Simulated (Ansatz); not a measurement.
# BaCa2P2: the cost of one run

Program: Ansatz 0.2.0. Level of theory: DFT PBE, scalar-relativistic, plane waves, PAW. These are calculated values, not measurements.

### 1 The system as given

Symmetry: P4/mbm, No. 127, tetragonal system. The conventional cell has a = 7.614 Å, b = 7.614 Å, c = 4.369 Å, α = 90.00°, β = 90.00°, γ = 90.00°. Ba (site symmetry 4/m) is surrounded by 4 P at 3.03 Å. Ca (site symmetry m2m) is surrounded by 6 P at 3.07 to 3.19 Å. Around P (site symmetry m2m) lie 1 P at 2.61 Å and 2 Ba at 3.03 Å and 6 Ca at 3.07 to 3.19 Å.

Coordinates:

```cif
data_structure
_symmetry_space_group_name_H-M 'P4/mbm'
_symmetry_Int_Tables_number 127
_cell_length_a 7.6139
_cell_length_b 7.6139
_cell_length_c 4.3685
_cell_angle_alpha 90.000
_cell_angle_beta 90.000
_cell_angle_gamma 90.000
_cell_volume 253.25
loop_
_atom_site_label
_atom_site_type_symbol
_atom_site_symmetry_multiplicity
_atom_site_Wyckoff_symbol
_atom_site_fract_x
_atom_site_fract_y
_atom_site_fract_z
_atom_site_occupancy
Ba1 Ba 2 a 0.00000 0.00000 0.00000 1
Ca1 Ca 4 h 0.17836 0.67836 0.50000 1
P1 P 4 g 0.37868 0.87868 0.00000 1
```

(A quick probe on a coarse mesh, which set the mesh and smearing, is not shown.)

### 3 A loose first relaxation

Input file input.yaml:

```yaml
crystal:
  lattice:
    - [7.6139382643, 0.0, 0.0]
    - [0.0, 7.6139382643, 0.0]
    - [0.0, 0.0, 4.3685490869]
  atoms:
    - { symbol: Ba, position: [0.0, 0.0, 0.0] }
    - { symbol: Ba, position: [0.5, 0.5, 0.0] }
    - { symbol: Ca, position: [0.17836, 0.67836, 0.5] }
    - { symbol: Ca, position: [0.32164, 0.17836, 0.5] }
    - { symbol: Ca, position: [0.82164, 0.32164, 0.5] }
    - { symbol: Ca, position: [0.67836, 0.82164, 0.5] }
    - { symbol: P, position: [0.37868, 0.87868, 0.0] }
    - { symbol: P, position: [0.12132, 0.37868, 0.0] }
    - { symbol: P, position: [0.62132, 0.12132, 0.0] }
    - { symbol: P, position: [0.87868, 0.62132, 0.0] }
basis:
  ecutwfc: 420
kpoints:
  mp_grid: { grid: [2, 2, 4] }
hamiltonian:
  xc: pbe
scf:
  occupations: { method: gaussian, width: 0.1 }
  lower_state_search: "off"
output:
  forces: true
  stress: true
  eigenvalues: true
relax:
  adjacent_minimum: "off"
  f_tol: 0.04
  max_steps: 70
  cell: { stress_tol: 0.4 }
```

Launch:

```bash
$ ansatz run input.yaml --threads 1 --pin off --max-ram 2560MiB --backend cpu --events-out ev --progress --plain --runs-dir out
```

What time and memory should one allow on 1 thread of Arm Neoverse V1, shared host?

About 2.1 min, with a peak of 0.51 GiB.
